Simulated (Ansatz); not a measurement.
# SrHI: the cost of one run

Computed with the Python package of Ansatz 0.2.0. Level of theory: DFT LDA, plane waves, PAW.

## Step 1: The structure

Symmetry: P4/nmm, No. 129, tetragonal system. Conventional cell: a = 4.371 Å, b = 4.371 Å, c = 8.450 Å, α = 90.00°, β = 90.00°, γ = 90.00°. Sr (site symmetry 4mm) is surrounded by 4 H at 2.76 Å and 4 I at 3.20 Å. Around H (site symmetry -4m2) lie 4 Sr at 2.76 Å. I (site symmetry 4mm) is surrounded by 4 Sr at 3.20 Å.

No structure file is read: the coordinates are typed or built in the script.

## Step 2: The script

File eos_srhi.py:

```python
'''Energy against volume for SrHI, with a fit.'''

import warnings

import ansatz
from ase.eos import EquationOfState
from ase.units import GPa
import numpy as np

XC = 'LDA'
SMEARING = 'Fixed'
CUTOFF_EV = 500
KMESH = (4, 4, 4)

VECTORS = np.array([
    [4.371, 0.0, 0.0],
    [0.0, 4.371, 0.0],
    [0.0, 0.0, 8.45],
])
SITES = [
    ('Sr', (0.0, 0.5, 0.2)),
    ('Sr', (0.5, 0.0, 0.8)),
    ('H', (0.0, 0.0, 0.0)),
    ('H', (0.5, 0.5, 0.0)),
    ('I', (0.0, 0.5, 0.7)),
    ('I', (0.5, 0.0, 0.3)),
]


def build(cell):
    crystal = ansatz.Crystal(lattice=ansatz.Lattice.of(cell))
    for symbol, position in SITES:
        crystal = crystal.atom(symbol, position)
    return crystal


def main() -> None:
    warnings.simplefilter('ignore', ansatz.DeckWarning)

    # uniform scaling of the cell
    volumes, energies, pressures = [], [], []
    for scale in np.linspace(0.92, 1.08, 7):
        cell = VECTORS * scale ** (1 / 3)
        base = build(cell).calculation()
        base = base.functional(XC).occupations(SMEARING)
        base = base.basis(CUTOFF_EV)
        base = base.kpoints(*KMESH)
        base = base.stress()
        rep = base.run(threads=1).report
        volumes.append(abs(np.linalg.det(cell)) / len(SITES))
        energies.append(rep['free_energy_ev'] / len(SITES))
        pressures.append(np.trace(rep['stress_gpa']) / 3)
        print(f'V = {volumes[-1]:8.4f} A^3/atom  F = {energies[-1]:.5f} eV/atom  P = {pressures[-1]:8.3f} GPa')

    eos = EquationOfState(volumes, energies, eos='murnaghan')
    v0, e0, bulk = eos.fit()
    print(f'V0 = {v0:.4f} A^3/atom, E0 = {e0:.5f} eV/atom, B = {bulk / GPa:.1f} GPa')
    eos.plot('eos.png')


if __name__ == '__main__':
    main()
```

## Step 3: Running it

The run is started by

```bash
python eos_srhi.py
```

**Question.** How long does this script take on 1 thread of Arm Neoverse V2, shared host, and how much memory does it need?

About 39 s, with a peak of 0.51 GiB.
